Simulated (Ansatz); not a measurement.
# TlW: the cost of one run

Program: Ansatz 0.2.0. Level of theory: DFT PBE, scalar-relativistic, plane waves, PAW. These are calculated values, not measurements.

## Step 1: The structure to begin with

The structure is cubic, space group Pm-3m (No. 221). The conventional cell has a = 3.591 Å, b = 3.591 Å, c = 3.591 Å, α = 90.00°, β = 90.00°, γ = 90.00°. Tl (site symmetry m-3m) is surrounded by 8 W at 3.11 Å. W (site symmetry m-3m) has 8 Tl at 3.11 Å as nearest neighbours.

Coordinates:

```
Tl W
1.0
     3.59118    0.00000    0.00000
     0.00000    3.59118    0.00000
     0.00000    0.00000    3.59118
Tl W
1 1
Direct
  0.00000 0.00000 0.00000
  0.50000 0.50000 0.50000
```

This is candidate A: caesium chloride type (Pm-3m, No. 221).

(A quick probe on a coarse mesh, which set the mesh and smearing, is not shown.)

## Step 3: A loose first relaxation (candidate A)

Contents of input.yaml:

```yaml
crystal:
  lattice:
    - [3.5911769037, 0.0, 0.0]
    - [0.0, 3.5911769037, 0.0]
    - [0.0, 0.0, 3.5911769037]
  atoms:
    - { symbol: Tl, position: [0.0, 0.0, 0.0] }
    - { symbol: W, position: [0.5, 0.5, 0.5] }
basis:
  ecutwfc: 420
kpoints:
  mp_grid: { grid: [6, 6, 6] }
hamiltonian:
  xc: pbe
scf:
  occupations: { method: gaussian, width: 0.1 }
  lower_state_search: "off"
output:
  forces: true
  stress: true
  eigenvalues: true
relax:
  adjacent_minimum: "off"
  f_tol: 0.04
  max_steps: 70
  cell: { stress_tol: 0.4 }
```

Command:

```sh
$ ansatz run input.yaml --threads 1 --pin off --max-ram 2560MiB --backend cpu --events-out ev --progress --plain --runs-dir out
```

What time and memory should one allow on 1 thread of Arm Neoverse V1, shared host?

About 6.1 s, with a peak of 0.3 GiB.
